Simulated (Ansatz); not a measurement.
# SrCa3: the cost of one run

Method: DFT PBEsol, scalar-relativistic, plane waves, PAW, in Ansatz 0.2.0.

**1. Starting point**

It takes space group Pm-3m (No. 221, cubic). Conventional cell: a = 5.717 Å, b = 5.717 Å, c = 5.717 Å, α = 90.00°, β = 90.00°, γ = 90.00°. Around Sr (site symmetry m-3m) lie 12 Ca at 4.04 Å. Around Ca (site symmetry 4/mmm) lie 4 Sr at 4.04 Å and 8 Ca at 4.04 Å.

As a file:

```xyz
4
Lattice="5.7168 0.0000 0.0000 0.0000 5.7168 0.0000 0.0000 0.0000 5.7168" Properties=species:S:1:pos:R:3 pbc="T T T"
Sr    0.0000    0.0000    0.0000
Ca    0.0000    2.8584    2.8584
Ca    2.8584    0.0000    2.8584
Ca    2.8584    2.8584    0.0000
```

The structure comes from the Materials Project (structure only).

**2. A change within a subgroup**

The change: strain xx, yy, zz, yz, xz, xy = -2.8, -2.8, +0.2, +0.0, +0.0, +0.0 %; atoms moved by 0.25 Å root mean square, at most 0.32 Å.

The input, input.yaml:

```yaml
crystal:
  lattice:
    - [5.5549241278, 0.0, 0.0]
    - [0.0, 5.5549241278, 0.0]
    - [0.0, 0.0, 5.7264271008]
  atoms:
    - { symbol: Sr, position: [0.0, 0.0, 0.0293242528] }
    - { symbol: Ca, position: [0.0, 0.5, 0.4573034744] }
    - { symbol: Ca, position: [0.5, 0.0, 0.4573034744] }
    - { symbol: Ca, position: [0.5, 0.5, 0.0560687984] }
basis:
  ecutwfc: 420
kpoints:
  mp_grid: { grid: [8, 8, 6] }
hamiltonian:
  xc: pbesol
scf:
  occupations: { method: gaussian, width: 0.1 }
output:
  forces: true
  stress: true
  eigenvalues: true
```

Q: Estimate wall time and peak memory on 1 thread of an Arm CPU, shared host.

About 53 s, with a peak of 0.55 GiB.
